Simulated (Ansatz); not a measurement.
**C₂H₁₀GeSi: up Jacob's ladder to CCSD(T)**

One table from this session's results is given with a row withheld; the runs are named, their logs left out.

Program: Ansatz 0.2.0, Gaussian basis. Level of theory: functionals in def2-TZVPP, the program's frozen cores in correlated methods. These are calculated values, not measurements.

Levels to be run: PBE-D4, r2SCAN-D4, PBE0-D4, B3LYP-D4, ωB97X-V, ωB97M-V, B2PLYP; CCSD(T)/def2-TZVPP; MP2/def2-QZVPP; extrapolation to the limit.

### Structure used throughout

The geometry comes from an earlier relaxation with PBE0-D4 in a triple-zeta def2 set; it is a stationary point, not always the lowest conformer.

SMILES `[CH3][GeH]([CH3])[SiH3]`, 14 atoms, charge 0, spin multiplicity 1.

Atoms are counted from 1 here; the program's logs count them from 0.

Bond lengths: C1–Ge2 1.961 Å, C1–H5 1.091 Å, C1–H6 1.091 Å, C1–H7 1.091 Å, Ge2–C3 1.961 Å, Ge2–Si4 2.385 Å, Ge2–H8 1.547 Å, C3–H9 1.091 Å, C3–H10 1.091 Å, C3–H11 1.091 Å, Si4–H12 1.489 Å, Si4–H13 1.490 Å, Si4–H14 1.489 Å. Angles: Ge2–C1–H5 110.8°, Ge2–C1–H6 110.0°, Ge2–C1–H7 110.3°, H5–C1–H6 108.6°, H5–C1–H7 108.6°, H6–C1–H7 108.6°, C1–Ge2–C3 109.7°, C1–Ge2–Si4 110.4°, C1–Ge2–H8 108.8°, C3–Ge2–Si4 110.4°, C3–Ge2–H8 108.8°, Si4–Ge2–H8 108.8°, Ge2–C3–H9 110.0°, Ge2–C3–H10 110.8°, Ge2–C3–H11 110.3°, H9–C3–H10 108.6°, H9–C3–H11 108.6°, H10–C3–H11 108.6° and more.

The first run:

Input file in.yaml:

```yaml
crystal:
  periodic: [false, false, false]
  atoms:
    - {symbol: C, position_ang: [-0.759747, 1.173195, -1.328479]}
    - {symbol: Ge, position_ang: [-0.399268, 0.227950, 0.351062]}
    - {symbol: C, position_ang: [1.257293, 0.908791, 1.148953]}
    - {symbol: Si, position_ang: [-0.231454, -2.119092, -0.036574]}
    - {symbol: H, position_ang: [-1.694037, 0.829030, -1.773600]}
    - {symbol: H, position_ang: [-0.837010, 2.246258, -1.144590]}
    - {symbol: H, position_ang: [0.048870, 0.999951, -2.040466]}
    - {symbol: H, position_ang: [-1.567507, 0.490294, 1.330405]}
    - {symbol: H, position_ang: [1.173235, 1.982473, 1.326132]}
    - {symbol: H, position_ang: [1.460404, 0.414825, 2.099857]}
    - {symbol: H, position_ang: [2.100059, 0.732141, 0.478630]}
    - {symbol: H, position_ang: [0.046356, -2.853323, 1.228494]}
    - {symbol: H, position_ang: [0.879267, -2.404105, -0.987974]}
    - {symbol: H, position_ang: [-1.489461, -2.657589, -0.623149]}
basis:
  gaussian: {orbitals: def2-TZVPP}
hamiltonian: {xc: pbe, dispersion: d4}
output: {forces: true, orbitals: {seedname: orbitals}}
```

The run is started by

```bash
> ansatz run in.yaml --threads 2 --pin off --events-out ev --progress --plain --max-ram 22528MiB --backend cuda --devices 0, --max-vram 18GiB
```

Steps of the session up to this table: PBE-D4 (GGA); r2SCAN-D4 (meta-GGA); PBE0-D4 (hybrid); B3LYP-D4 (hybrid); ωB97X-V (range-separated); ωB97M-V (range-separated); B2PLYP (double hybrid); CCSD(T) in def2-TZVPP; MP2 in def2-QZVPP.

One of the session's tables, all rows but one given; the rest of the session is left out.

| method | atomisation energy (eV) |
| --- | --- |
| PBE-D4 | 48.300 |
| r2SCAN-D4 | 48.358 |
| PBE0-D4 | 48.111 |
| B3LYP-D4 | 48.248 |
| ωB97X-V | 48.530 |
| ωB97M-V | 48.244 |
| B2PLYP | ? |
| HF/def2-TZVPP | 36.805 |
| MP2/def2-TZVPP | 47.316 |
| CCSD/def2-TZVPP | 47.067 |
| CCSD(T)/def2-TZVPP | 47.523 |
| MP2/CBS | 48.222 |
| CCSD(T)/CBS | 48.428 |

Q: Estimate the row for B2PLYP from the others.

As computed: atomisation energy (eV): 47.728. In the column «atomisation energy (eV)» it lies between CCSD(T)/def2-TZVPP (47.523) and PBE0-D4 (48.111).

Caveats from the session: Free atoms (2 C, 1 Ge, 1 Si, 10 H) were run apart at each level; the atomisation energy is their sum less the molecule, without zero-point or spin-orbit terms.
